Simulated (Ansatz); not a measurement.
Crystal: HfIn4SiO6.

```xyz
12
Lattice="5.2774 0.0000 0.0000 -2.6387 4.5704 0.0000 0.0000 0.0000 10.5590" Properties=species:S:1:pos:R:3 pbc="T T T"
Hf    2.6387    1.5234    0.0000
In    0.0000    0.0000    3.2148
In    0.0000    0.0000    7.3442
In    0.0000    3.0469    8.3331
In    0.0000    3.0469    2.2260
Si    0.0000    0.0000    0.0000
O     3.2747    3.2219    9.5002
O     1.4858    0.1234    1.0589
O     0.8498    1.2250    9.5002
O     2.0027    3.2219    1.0589
O     3.7916    0.1234    9.5002
O     4.4277    1.2250    1.0589
```

The cell was built by a generator and needn't be a form met in nature.

Base run:

- Program: Ansatz 0.2.0
- Functional: PBE
- Potentials or basis: all-electron LAPW, scalar-relativistic
- Cutoff: 388 eV
- Density cutoff: 1550 eV
- Basis error allowed: 0.002 eV/atom
- k mesh: 4 × 4 × 2
- Occupations: fermi-dirac, width 0.05 eV
- Spin: no spin polarisation
- Hubbard terms: Hf d U = 3 eV

Its results: band gap on the k mesh 0.36 eV, indirect (least direct gap 1.77 eV); pressure 0.5 GPa; largest force 0.189 eV/Å.

**Question.** After a change of settings the same cell gave: band gap on the k mesh 0.36 eV, indirect (least direct gap 1.79 eV); pressure 1.1 GPa; largest force 0.408 eV/Å. Which change was it?
A. hubbard terms from Hf d U = 3 eV to Hf d U = 6 eV
B. hubbard terms from Hf d U = 3 eV to none
C. functional from PBE to RPBE; hubbard terms from Hf d U = 3 eV to none
D. functional from PBE to LDA; hubbard terms from Hf d U = 3 eV to none

**Answer.** A.

Caveats: U is the effective U less J, on atomic orbitals that reach past the spheres; spin-orbit coupling is left out, which moves the levels of the heavy elements.

Not every run made on this cell is shown here.
